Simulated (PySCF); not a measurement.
# C₄H₈Ge: geometry, electronic excitations

Wanted: the electronic excitations of C₄H₈Ge (`C=C[C](=C)[GeH3]`), by calculation.

Programs: PySCF 2.14.0, with density-fitted response routines of our own. Each step states its level of theory. These are calculated values for one molecule in the gas phase, unless marked as measured. Atoms are numbered from 0 throughout.

## 1. Starting geometry

13 atoms, charge 0, multiplicity 1; geometry from: GFN2-xTB. The atoms were then displaced at random by about 0.01 Å, so the start is not that level's minimum.

Bonds of the start (Å): C0–C1 1.35, C1–C2 1.46, C2–C3 1.33, C2–Ge4 1.95, C0–H5 1.08, C0–H6 1.06, C1–H7 1.10, C3–H8 1.07, C3–H9 1.11, Ge4–H10 1.51, Ge4–H11 1.49, Ge4–H12 1.50.

## 2. Optimising the geometry at PBE0-D3(BJ)/def2-SVP

The job: settings as JSON, then the geometry in Å.

```
{"job": {"xc": "PBE0", "basis": "def2-SVP", "d3": "d3bj", "grid": 1, "shake": 0.01, "kind": "geom"}, "charge": 0, "multiplicity": 1}
C      1.707900    -0.857610    -0.751050
C      1.306210     0.130470     0.069800
C     -0.091720     0.447550     0.371050
C     -0.337750     1.441520     1.219570
Ge    -1.520370    -0.590990    -0.457660
H      0.956660    -1.449570    -1.259600
H      2.733200    -1.042450    -0.962140
H      2.073760     0.753290     0.560430
H      0.389330     2.041440     1.722300
H     -1.395380     1.684790     1.473620
H     -2.837550    -0.059620     0.046990
H     -1.443660    -2.037850    -0.093240
H     -1.534820    -0.477850    -1.950410
```

Started as:

```
OMP_NUM_THREADS=1 python probes_run.py task.json out
```

The driver reads the jobs from task.json and runs them one after another.

**Question.** This job is followed by: TDDFT PBE0/aug-cc-pVDZ, vertical, gas phase, core orbitals frozen in the response; TDDFT PBE0/def2-TZVPD, vertical, gas phase, core orbitals frozen in the response. Predict these results of the whole session: point group; rotational constants (main isotopes); lowest singlet (PBE0/aug-cc-pVDZ); lowest triplet; range of the lowest singlet.

The runs gave:

| quantity | value |
| --- | --- |
| point group | Cs |
| rotational constants (main isotopes) | 4.53, 2.33, 1.57 GHz |
| lowest singlet (PBE0/aug-cc-pVDZ) | 5.59 eV (222 nm), f = 0.479 |
| lowest triplet | 3.12 eV |
| range of the lowest singlet | 5.59 to 5.65 eV |

In words: The optimisation took 7 steps and gained 0.150 eV; among the close pairs (by a distance rule), Ge4–H11 changed most, from 1.494 to 1.540 Å. No frequency check was run at this level, so the end point may be a saddle. The lowest singlet, at 5.59 eV, is HOMO→LUMO 0.94 and is bright. The lowest triplet lies 2.47 eV below the lowest singlet (triplets in Tamm-Dancoff, singlets in full TDDFT). The lowest singlet runs from 5.59 eV (PBE0/aug-cc-pVDZ) to 5.65 eV (PBE0/def2-TZVPD), while the orbital gap spans 5.82 to 5.84 eV. The lowest state need not be the same one in every run.
